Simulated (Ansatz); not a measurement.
# HfGeTe: the cost of one run

Method: DFT PBEsol, scalar-relativistic, plane waves, PAW, in Ansatz 0.2.0.

2 further runs of the same task are left out: 2 set aside as unsound or not needed. Runs told in other sessions of the task aren't counted.

### Step 1. Starting point

It takes space group P4/nmm (No. 129, tetragonal). Conventional cell: a = 3.838 Å, b = 3.838 Å, c = 8.444 Å, α = 90.00°, β = 90.00°, γ = 90.00°. Around Hf (site symmetry 4mm) lie 4 Ge at 2.83 Å and 5 Te at 2.93 to 3.15 Å. Around Ge (site symmetry -4m2) lie 4 Ge at 2.71 Å and 4 Hf at 2.83 Å. Te (site symmetry 4mm) has 5 Hf at 2.93 to 3.15 Å in its first shell of neighbours.

As a file:

```
CELL_PARAMETERS angstrom
3.83799 0.00000 0.00000
0.00000 3.83799 0.00000
0.00000 0.00000 8.44396
ATOMIC_POSITIONS crystal
Hf 0.00000 0.50000 0.24703
Hf 0.50000 0.00000 0.75297
Ge 0.00000 0.00000 0.00000
Ge 0.50000 0.50000 0.00000
Te 0.00000 0.50000 0.62065
Te 0.50000 0.00000 0.37935
```

This cell was relaxed beforehand with the same method: volume 20.73 Å³/atom, gap on the mesh none (metal).

### Step 2. The cell scaled to 0.97 of its volume

Contents of input.yaml:

```yaml
crystal:
  lattice:
    - [3.7992185382, 0.0, 0.0]
    - [0.0, 3.7992185382, 0.0]
    - [0.0, 0.0, 8.3586638095]
  atoms:
    - { symbol: Hf, position: [0.0, 0.5, 0.2470326211] }
    - { symbol: Hf, position: [0.5, 0.0, 0.7529673789] }
    - { symbol: Ge, position: [0.0, 0.0, 0.0] }
    - { symbol: Ge, position: [0.5, 0.5, 0.0] }
    - { symbol: Te, position: [0.0, 0.5, 0.6206532519] }
    - { symbol: Te, position: [0.5, 0.0, 0.3793467481] }
basis:
  ecutwfc: 420
kpoints:
  mp_grid: { grid: [10, 10, 4] }
hamiltonian:
  xc: pbesol
scf:
  occupations: { method: gaussian, width: 0.1 }
output:
  forces: true
  stress: true
  eigenvalues: true
  write_density: true
  write_potential: true
  elf: true
  volumetric_format: npy
relax:
  adjacent_minimum: "off"
  f_tol: 0.01
  max_steps: 30
  cell: { stress_tol: 0.1, fix: [volume] }
```

On the command line:

```
ansatz run input.yaml --threads 1 --pin off --max-ram 2560MiB --backend cpu --events-out ev --progress --plain --runs-dir out
```

What time and memory should one allow on 1 thread of Arm Neoverse V1, shared host?

About 3.1 min, with a peak of 0.68 GiB.
